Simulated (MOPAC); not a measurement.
## GaP: one setting at a time in MOPAC

Simulated with MOPAC 23.2.5. This is a test of settings. The cell began as a measured structure and was relaxed with r2SCAN in plane waves (Ansatz 0.2.0). All runs are without spin polarisation.

It is cubic, F-43m (No. 216); a = 5.451 Å in the conventional setting, 20.24 Å³ an atom. Around Ga lie 4 P at 2.36 Å; around P lie 4 Ga at 2.36 Å.

The base run uses PM7 on a cluster of 64 atoms.

```
PM7 1SCF GRADIENTS AUX(PRECISION=6) THREADS=1
crystal as a cluster of 2x2x2 conventional cells

Ga 8.176231 1 0.000000 1 -8.176231 1
P 9.538936 1 1.362705 1 -6.813526 1
Ga 2.725410 1 0.000000 1 -8.176231 1
P 4.088115 1 1.362705 1 -6.813526 1
Ga 5.450820 1 2.725410 1 -8.176231 1
P 6.813526 1 4.088115 1 -6.813526 1
Ga 8.176231 1 5.450820 1 -8.176231 1
P 9.538936 1 6.813526 1 -6.813526 1
Ga 5.450820 1 0.000000 1 -5.450820 1
P 6.813526 1 1.362705 1 -4.088115 1
Ga 8.176231 1 2.725410 1 -5.450820 1
P 9.538936 1 4.088115 1 -4.088115 1
Ga 8.176231 1 0.000000 1 -2.725410 1
P 9.538936 1 1.362705 1 -1.362705 1
Ga 0.000000 1 2.725410 1 -8.176231 1
P 1.362705 1 4.088115 1 -6.813526 1
Ga 2.725410 1 5.450820 1 -8.176231 1
P 4.088115 1 6.813526 1 -6.813526 1
Ga 5.450820 1 8.176231 1 -8.176231 1
P 6.813526 1 9.538936 1 -6.813526 1
Ga 0.000000 1 0.000000 1 -5.450820 1
P 1.362705 1 1.362705 1 -4.088115 1
Ga 2.725410 1 2.725410 1 -5.450820 1
[... 27 lines left out ...]
Ga 0.000000 1 0.000000 1 0.000000 1
P 1.362705 1 1.362705 1 -9.538936 1
Ga 2.725410 1 2.725410 1 0.000000 1
P 4.088115 1 4.088115 1 -9.538936 1
Ga 5.450820 1 5.450820 1 0.000000 1
P 6.813526 1 6.813526 1 -9.538936 1
Ga 8.176231 1 8.176231 1 0.000000 1
P 9.538936 1 9.538936 1 -9.538936 1
Ga 0.000000 1 8.176231 1 -2.725410 1
P 1.362705 1 9.538936 1 -1.362705 1
Ga 0.000000 1 5.450820 1 0.000000 1
P 1.362705 1 6.813526 1 -9.538936 1
Ga 2.725410 1 8.176231 1 0.000000 1
P 4.088115 1 9.538936 1 -9.538936 1
Tv 10.901641 1 0.000000 1 0.000000 1
Tv 0.000000 1 0.000000 1 -10.901641 1
Tv 0.000000 1 10.901641 1 0.000000 1
```

Command: `mopac run.mop`. It took 5.6 s on 1 thread of Arm Neoverse V2, with other jobs on the host, peak memory 0.051 GiB.

It converged with a gap of 6.27 eV. MOPAC's gap is a Hartree-Fock orbital gap, usually far wider than a measured one, and its energy is the heat of formation.

Each further run moved one setting: method (Hamiltonian); CUTOFP (reach of the lattice sums in Å); SCFCRT (SCF criterion); cluster (size of the cluster in conventional cells). Changes are from the base run, which isn't itself converged in every setting; energies of another Hamiltonian, functional, basis or charge aren't compared.

| setting | how it ended | gap change (eV) | energy change (meV/atom) | time (s) |
| --- | --- | --- | --- | --- |
| method = RM1 | refused | – | – | 0.04 |
| method = MNDO | converged | -3.40 | – | 2.2 |
| CUTOFP = 40 | converged | 0.00 | -0.4 | 7.4 |
| method = AM1 | converged | -3.29 | – | 7.7 |
| SCFCRT = 1e-2 (poor on purpose) | converged | 0.00 | 0.0 | 5.2 |
| cluster = 1x1x1 (poor on purpose) | refused | – | – | 0.04 |

With method = RM1 nothing was computed: the Hamiltonian has no parameters for an element here. CUTOFP = 40 changes nothing that matters here. SCFCRT = 1e-2 changes nothing that matters here. With cluster = 1x1x1 nothing was computed: the program refuses so small a cluster.

The end of the log, shortened, for method = RM1:

```
    NO.       ATOM           X           Y           Z
  P: (RM1): G.B. ROCHA, R.O. FREIRE, A.M.SIMAS, J.J.P. STEWART, J. COMP. CHEM. 27, 1101 (2006)
 DATA ARE NOT AVAILABLE FOR ELEMENT NO. 31
          SOME ELEMENTS HAVE BEEN SPECIFIED FOR WHICH
          NO PARAMETERS ARE AVAILABLE.  CALCULATION STOPPED.
          Parameters for some elements are missing
           Empirical Formula: Ga32 P32  =    64 atoms
 *     Error and normal termination messages reported in this calculation     *
 * Parameters for some elements are missing                                   *
 * JOB ENDED NORMALLY                                                         *
 TOTAL JOB TIME:             0.00 SECONDS
 == MOPAC DONE ==
```

Spin-orbit coupling is left out.
